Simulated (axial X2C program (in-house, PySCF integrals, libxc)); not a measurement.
**Linear BrCoBr⁺ at several levels**

An exercise on one series of results from a longer session: the logs are not shown, and one member is left open.

Program: an in-house X2C program for linear molecules on PySCF integrals. Level of theory: all-electron X2C, two-component (2c) or spin-free, Br dyall-av3z, Co dyall-v3z. These are calculated values, not measurements.

All values are calculated.

2 further runs of the same task are left out: 2 set aside as unsound or not needed.

The first run:

Input file task.json:

```json
{"zs": [35, 27, 35], "q": 1, "bas": ["dyall-av3z", "dyall-v3z", "dyall-av3z"], "r0": [2.25, 2.25], "symm": 1, "scan": ["PBE0", "HF", "BHandHLYP"], "levels": ["PBE0", "HF", "PBE"], "nst": 2}
```

Keys: zs atomic numbers; q charge; bas basis sets; r0 starting distance in Å; symm equal bonds; scan levels of the two-bond scan (MP2 follows by itself at each HF point); levels methods; nst determinants followed.

On the command line:

```bash
python solin.py task.json out
```

Masses Br 78.918, Co 58.933, Br 78.918 u.

Steps of the session up to this table: Scan at PBE0, 2c; Scan at HF, 2c; Scan at MP2, 2c.

One of the session's tables, all rows but one given; the rest of the session is left out.

```
          level  r(Br–Co) (Å)  r(Co–Br) (Å)  lower stretch (cm⁻¹)  upper stretch (cm⁻¹)
       PBE0, 2c         2.173         2.173                 243.1                 460.2
         HF, 2c         2.194         2.194                 268.9                 493.8
        MP2, 2c         2.122         2.122                 277.4                 501.4
PBE0, spin-free             ?             ?                     ?                     ?
  HF, spin-free         2.194         2.194                 272.6                 492.2
```

Q: Estimate the row for PBE0, spin-free from the others.

The run gave: r(Br–Co) (Å): 2.174; r(Co–Br) (Å): 2.174; lower stretch (cm⁻¹): 240.8; upper stretch (cm⁻¹): 458.7. In the column «r(Br–Co) (Å)» it lies between PBE0, 2c (2.173) and HF, 2c (2.194).

Scans not shown above were run alike.

Caveats from the session: The molecule was held linear; bending was not examined, so a bent shape may lie lower. Note: functional without a current term on a determinant with orbital currents, of the molecule or an atom.
